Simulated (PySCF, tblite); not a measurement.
# C6H7S2−: a rotation path, then NMR shifts on frames, part 1 of 2

How do NMR shifts of C6H7S2− (`CCc1ccsc1[S-]`) change as the atoms move?

Computed with tblite 0.8.0 and PySCF 2.14.0, with density-fitted response routines of our own, on a single molecule in the gas phase. Atoms count from 0, in the outputs and in this text.

### Step 1. The molecule as given

15 atoms, charge -1, multiplicity 1; geometry from: GFN2-xTB.

Bonds of the start (Å): C0–C1 1.53, C1–C2 1.50, C2–C3 1.41, C3–C4 1.36, C4–S5 1.74, S5–C6 1.78, C6–S7 1.68, C6–C2 1.38, C0–H8 1.09, C0–H9 1.09, C0–H10 1.09, C1–H11 1.09, C1–H12 1.10, C3–H13 1.08, C4–H14 1.07.

### Step 2. The rotation path with GFN2-xTB

What the job is given:

```
{"job": {"kind": "neb", "xc": "GFN2-xTB", "basis": "xTB", "atoms": [3, 2, 1, 0], "turn": 120}, "charge": -1, "multiplicity": 1}
C     -1.819161    -0.891164    -0.334946
C     -1.116760     0.072954     0.622693
C      0.288298     0.352714     0.183701
C      1.403072    -0.417241     0.571350
C      2.578734    -0.004857     0.033528
S      2.354791     1.376295    -0.995066
C      0.598686     1.384181    -0.680440
S     -0.434094     2.514273    -1.369824
H     -2.837150    -1.100325    -0.004000
H     -1.858706    -0.444797    -1.325527
H     -1.273052    -1.831863    -0.400655
H     -1.670721     1.015200     0.638815
H     -1.111001    -0.349781     1.633890
H      1.326944    -1.260495     1.243783
H      3.565706    -0.407105     0.160787
```

With the program's defaults for keys left out, this is: GFN2-xTB climbing-image nudged elastic band, gas phase.

Command:

```
$ OMP_NUM_THREADS=1 python probes_run.py task.json out
```

This one command runs all jobs of the session in turn.

Output:

```text
image   E - E0 / eV
  0      -0.0000
  1       0.0042
  2       0.0290
  3       0.0542
  4       0.0636
  5       0.0573
  6       0.0362
  7       0.0094
  8      -0.0003
```

Run time: 2.9 s. Hardware: 1 thread of Arm Neoverse V2, shared host; peak memory 0.18 GiB.

The final band, with the dihedral C3–C2–C1–C0:

| image | dihedral (°) | energy (eV) | energy (kcal/mol) |
| --- | --- | --- | --- |
| 0 | -89 | 0.000 | 0.0 |
| 1 | -67 | 0.004 | 0.1 |
| 2 | -46 | 0.029 | 0.7 |
| 3 | -25 | 0.054 | 1.3 |
| 4 | -3 | 0.064 | 1.5 |
| 5 | 19 | 0.057 | 1.3 |
| 6 | 40 | 0.036 | 0.8 |
| 7 | 61 | 0.009 | 0.2 |
| 8 | 82 | 0.000 | 0.0 |

### Step 3. NMR shieldings: image 0, PBE0/pcSseg-1

What the job is given:

```
{"job": {"kind": "nmr", "xc": "PBE0", "basis": "pcSseg-1", "pop": false}, "charge": -1, "multiplicity": 1}
C     -1.819200    -0.891200    -0.334900
C     -1.116800     0.073000     0.622700
C      0.288300     0.352700     0.183700
C      1.403100    -0.417200     0.571400
C      2.578700    -0.004900     0.033500
S      2.354800     1.376300    -0.995100
C      0.598700     1.384200    -0.680400
S     -0.434100     2.514300    -1.369800
H     -2.837200    -1.100300    -0.004000
H     -1.858700    -0.444800    -1.325500
H     -1.273100    -1.831900    -0.400700
H     -1.670700     1.015200     0.638800
H     -1.111000    -0.349800     1.633900
H      1.326900    -1.260500     1.243800
H      3.565700    -0.407100     0.160800
```

Level: GIAO PBE0/pcSseg-1 NMR shielding, non-relativistic, gas phase.

Output:

```text
coarse grid: 14104 points
cycle   1  E = -1028.5177644760  dE =  1.223e+00  |g| = 5.114e-01  |ddm| = 3.994e+00
cycle   2  E = -1028.4869722686  dE =  3.079e-02  |g| = 6.315e-01  |ddm| = 1.963e+00
cycle   3  E = -1028.6002102783  dE = -1.132e-01  |g| = 1.550e-01  |ddm| = 1.180e+00
cycle   4  E = -1028.6064197306  dE = -6.209e-03  |g| = 5.208e-02  |ddm| = 2.263e-01
cycle   5  E = -1028.6070137445  dE = -5.940e-04  |g| = 1.971e-02  |ddm| = 8.146e-02
cycle   6  E = -1028.6071155139  dE = -1.018e-04  |g| = 5.378e-03  |ddm| = 3.727e-02
cycle   7  E = -1028.6071214955  dE = -5.982e-06  |g| = 2.394e-03  |ddm| = 8.814e-03
final grid: 128344 points
cycle   8  E = -1028.6608160853  dE = -2.579e-05  |g| = 1.118e-02  |ddm| = 4.216e-02
cycle   9  E = -1028.6607746948  dE =  4.139e-05  |g| = 1.667e-02  |ddm| = 3.163e-02
cycle  10  E = -1028.6608457249  dE = -7.103e-05  |g| = 2.179e-03  |ddm| = 2.406e-02
cycle  11  E = -1028.6608469645  dE = -1.240e-06  |g| = 4.231e-04  |ddm| = 3.616e-03
cycle  12  E = -1028.6608470042  dE = -3.963e-08  |g| = 1.718e-04  |ddm| = 6.577e-04
cycle  13  E = -1028.6608470121  dE = -7.929e-09  |g| = 4.540e-05  |ddm| = 2.612e-04
cycle  14  E = -1028.6608470126  dE = -5.089e-10  |g| = 1.674e-05  |ddm| = 7.936e-05
converged SCF energy = -1028.6608470126

GIAO shielding tensors (ppm)
atom      isotropic    diamagn.    paramagn.     s11        s22        s33       span
  0 C      169.965     246.404     -76.439    151.526    172.444    185.924     34.399
  1 C      158.747     243.009     -84.262    147.506    157.348    171.386     23.880
  2 C       55.027     255.676    -200.649    -19.537     46.638    137.978    157.515
  3 C       58.434     248.861    -190.427    -23.436     63.573    135.166    158.601
  4 C       80.291     259.796    -179.505      4.120     92.727    144.025    139.906
  5 S      255.187    1056.570    -801.383     15.662    374.244    375.655    359.993
  6 C        2.374     256.423    -254.049    -67.192     -4.798     79.112    146.304
  7 S      511.214    1057.705    -546.490    294.713    496.499    742.432    447.719
  8 H       31.283      28.993       2.290     26.896     28.108     38.844     11.948
  9 H       29.934      29.526       0.408     24.459     31.094     34.250      9.791
 10 H       31.357      30.578       0.779     26.849     30.620     36.603      9.754
 11 H       28.243      29.568      -1.325     24.016     28.401     32.312      8.296
 12 H       29.865      30.672      -0.807     24.811     29.006     35.778     10.967
 13 H       25.468      32.762      -7.293     22.709     25.840     27.856      5.147
 14 H       26.568      32.056      -5.488     23.799     25.617     30.289      6.490
```

Wall time 25 s (1 thread of Arm Neoverse V2, shared host); peak memory 0.77 GiB.

Shifts follow as δ = σ(reference) − σ, with reference shieldings (ppm) from runs at the same level and on the same kind of geometry: 1H TMS 31.72, 13C TMS 186.9, 33S CS2 504. The references are single molecules in the gas phase. Each atom is listed at this fixed geometry, with no averaging over motion; a spectrum would average atoms that exchange fast.

| atoms | environment | σ (ppm) | δ (ppm) |
| --- | --- | --- | --- |
| C6 | aromatic carbon bearing sulfur | 2.4 | 184.6 |
| C2 | substituted aromatic carbon | 55.0 | 131.9 |
| C3 | aromatic CH | 58.4 | 128.5 |
| C4 | aromatic CH next to the ring sulfur | 80.3 | 106.6 |
| C1 | sp3 CH2 on an aromatic ring | 158.7 | 28.2 |
| C0 | methyl carbon | 170.0 | 17.0 |
| H13 | hydrogen on an aromatic CH | 25.47 | 6.25 |
| H14 | hydrogen on an aromatic CH next to the ring sulfur | 26.57 | 5.15 |
| H11 | hydrogen on an sp3 CH2 on an aromatic ring | 28.24 | 3.47 |
| H12 | hydrogen on an sp3 CH2 on an aromatic ring | 29.86 | 1.85 |
| H9 | hydrogen on a methyl carbon | 29.93 | 1.78 |
| H8 | hydrogen on a methyl carbon | 31.28 | 0.43 |
| H10 | hydrogen on a methyl carbon | 31.36 | 0.36 |
| S5 | aromatic ring sulfur | 255 | 249 |
| S7 | sulfur bonded to C | 511 | -7 |

Ring of atoms C2, C3, C4, S5, C6: NICS(0) -9.8, NICS(1) -8.4, NICS(1)zz -17.0 ppm (means of both faces).

### Step 4. Shielding tensors: image 2, PBE0/pcSseg-1

What the job is given:

```
{"job": {"kind": "nmr", "xc": "PBE0", "basis": "pcSseg-1", "pop": false}, "charge": -1, "multiplicity": 1}
C     -1.709100    -1.133300    -0.121100
C     -1.200900     0.211000     0.398200
C      0.246900     0.451600     0.086200
C      1.270600    -0.498900     0.272500
C      2.507000    -0.070500    -0.087000
S      2.462900     1.562200    -0.673100
C      0.700400     1.653500    -0.421600
S     -0.173400     3.044400    -0.771600
H     -2.762900    -1.263100     0.128700
H     -1.599400    -1.193600    -1.202400
H     -1.148700    -1.955100     0.323300
H     -1.773900     1.027100    -0.051000
H     -1.361100     0.250800     1.484300
H      1.093200    -1.484900     0.673600
H      3.443800    -0.593300    -0.060900
```

Level: GIAO PBE0/pcSseg-1 NMR shielding, non-relativistic, gas phase.

Output:

```text
coarse grid: 14104 points
cycle   1  E = -1028.5170016513  dE =  1.227e+00  |g| = 5.072e-01  |ddm| = 4.008e+00
cycle   2  E = -1028.4904648301  dE =  2.654e-02  |g| = 6.155e-01  |ddm| = 1.993e+00
cycle   3  E = -1028.5985152679  dE = -1.081e-01  |g| = 1.557e-01  |ddm| = 1.187e+00
cycle   4  E = -1028.6048396648  dE = -6.324e-03  |g| = 5.134e-02  |ddm| = 2.264e-01
cycle   5  E = -1028.6054128714  dE = -5.732e-04  |g| = 1.942e-02  |ddm| = 8.035e-02
cycle   6  E = -1028.6055111346  dE = -9.826e-05  |g| = 5.454e-03  |ddm| = 3.756e-02
cycle   7  E = -1028.6055174053  dE = -6.271e-06  |g| = 2.341e-03  |ddm| = 8.870e-03
final grid: 128344 points
cycle   8  E = -1028.6588305530  dE = -2.792e-05  |g| = 1.128e-02  |ddm| = 4.425e-02
cycle   9  E = -1028.6587885636  dE =  4.199e-05  |g| = 1.676e-02  |ddm| = 3.229e-02
cycle  10  E = -1028.6588606809  dE = -7.212e-05  |g| = 2.216e-03  |ddm| = 2.458e-02
cycle  11  E = -1028.6588619685  dE = -1.288e-06  |g| = 4.180e-04  |ddm| = 3.670e-03
cycle  12  E = -1028.6588620065  dE = -3.801e-08  |g| = 1.797e-04  |ddm| = 6.746e-04
cycle  13  E = -1028.6588620153  dE = -8.759e-09  |g| = 4.600e-05  |ddm| = 2.715e-04
cycle  14  E = -1028.6588620158  dE = -5.161e-10  |g| = 1.746e-05  |ddm| = 7.578e-05
converged SCF energy = -1028.6588620158

GIAO shielding tensors (ppm)
atom      isotropic    diamagn.    paramagn.     s11        s22        s33       span
  0 C      168.840     247.050     -78.209    155.384    166.051    185.087     29.703
  1 C      161.209     242.849     -81.639    150.382    163.239    170.007     19.624
  2 C       57.052     255.111    -198.059    -19.805     54.761    136.200    156.005
  3 C       60.453     249.250    -188.797    -24.295     59.509    146.146    170.442
  4 C       80.473     259.210    -178.737      4.108     93.862    143.449    139.342
  5 S      256.060    1056.434    -800.374     19.954    365.751    382.475    362.521
  6 C        2.404     255.731    -253.327    -66.291     -4.164     77.668    143.959
  7 S      506.747    1057.235    -550.488    289.475    491.805    738.960    449.484
  8 H       30.828      28.948       1.880     25.997     28.339     38.148     12.151
  9 H       30.963      30.225       0.738     27.413     29.268     36.209      8.795
 10 H       30.669      31.187      -0.517     25.720     30.316     35.972     10.253
 11 H       27.876      29.480      -1.604     21.611     28.004     34.014     12.403
 12 H       29.784      29.649       0.135     25.002     28.212     36.138     11.135
 13 H       25.471      32.910      -7.439     22.347     25.102     28.965      6.618
 14 H       26.559      32.093      -5.534     23.727     25.708     30.240      6.513
```

Wall time 24 s (1 thread of Arm Neoverse V2, shared host); peak memory 0.9 GiB.

Key values: δ C6 184.5, C2 129.9, C3 126.5, C4 106.5, H13 6.25, H14 5.16 ppm.

(Continued in part 2 of 2.)
